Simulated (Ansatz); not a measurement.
C2H7AlClN, SMILES C[CH2][Al]([NH2])[Cl], a ladder of methods at one geometry

Program: the Python package of Ansatz (0.2.0).

Run as a notebook:

In [1]:
```python
from pathlib import Path

import ansatz as az
import numpy as np
```

In [2]:
```python
geometry_ang = [
    ("C", [-1.7519, -0.03, -0.1787]),
    ("C", [-0.4668, -0.6337, -0.5256]),
    ("Al", [1.025, 0.6183, -0.1778]),
    ("N", [2.4798, 0.1461, 1.0971]),
    ("Cl", [1.1667, 2.5515, -1.2303]),
    ("H", [-1.9556, 0.9397, -0.8116]),
    ("H", [-2.5944, -0.7001, -0.3973]),
    ("H", [-1.7989, 0.3079, 0.8783]),
    ("H", [-0.4391, -0.8961, -1.5562]),
    ("H", [-0.3233, -1.5431, 0.1147]),
    ("H", [1.9066, -0.0512, 2.0255]),
    ("H", [2.8288, -0.7644, 0.7959]),
]
c2h7alcln = az.Crystal.molecule()
for symbol, xyz in geometry_ang:
    c2h7alcln = c2h7alcln.atom(symbol, xyz)
```

In [3]:
```python
setup = c2h7alcln.calculation().basis(gaussian="cc-pVDZ")

print("functional    E (Ha)        dipole (D)   HOMO (eV)  LUMO (eV)")
for name in ["lc_wpbe", "revpbe", "pbe", "blyp", "b3lyp", "hse06"]:
    summary = setup.functional(name).forces().orbitals().run(threads=1, runs_dir="runs").report
    lines = Path(summary["orbitals_path"]).read_text().splitlines()
    field_of = lambda key: [line.split("=")[1].strip() for line in lines if line.startswith(key)]
    orbitals = [(27.211386 * float(e), s, float(n)) for e, s, n in zip(field_of("Ene="), field_of("Spin="), field_of("Occup="))]
    homo = max(e for e, _, n in orbitals if n > 0.5)
    lumo = min(e for e, _, n in orbitals if n < 0.5)
    dipole = 4.803205 * np.linalg.norm(summary["charge_distribution"]["dipole_moment_e_ang"])
    print(f"{name:10s} {summary['free_energy_ev'] / 27.211386246:14.6f} {dipole:9.3f} {homo:11.3f} {lumo:10.3f}")
```
```text
functional    E (Ha)        dipole (D)   HOMO (eV)  LUMO (eV)
lc_wpbe       -837.590127     3.572      -9.717      1.030
revpbe        -837.705118     3.254      -5.475     -1.703
pbe           -837.373593     3.274      -5.514     -1.815
blyp          -837.802043     3.200      -5.345     -1.662
b3lyp         -837.922408     3.352      -6.657     -1.231
hse06         -837.437127     3.441      -6.538     -1.423
```

Total energies depend on the basis set; only differences at equal settings carry meaning. The geometry is a force-field or estimated start, not a minimum of this method, and the basis set is short of its limit. A lower total doesn't mark the better method: functionals have no common bound, and MP2 and coupled cluster aren't variational. b3lyp holds the VWN-RPA fit, as in Gaussian; the form of ORCA and Turbomole is b3lyp5. Levels such as HOMO and LUMO are orbital energies: with these approximate functionals they aren't the ionisation energy and electron affinity, and their gap isn't the fundamental gap. For Al to Cl the sets with a tight d function, cc-pV(X+d)Z, are usual. hse06 follows the composition of plane-wave codes, whose totals differ by tens of mHa, up to about 0.1 Ha, from the form usual in Gaussian-basis programs (wpbeh). Wall time of the script: 34 s on 1 thread of Arm Neoverse V1, on a shared host, peak memory 0.33 GiB.
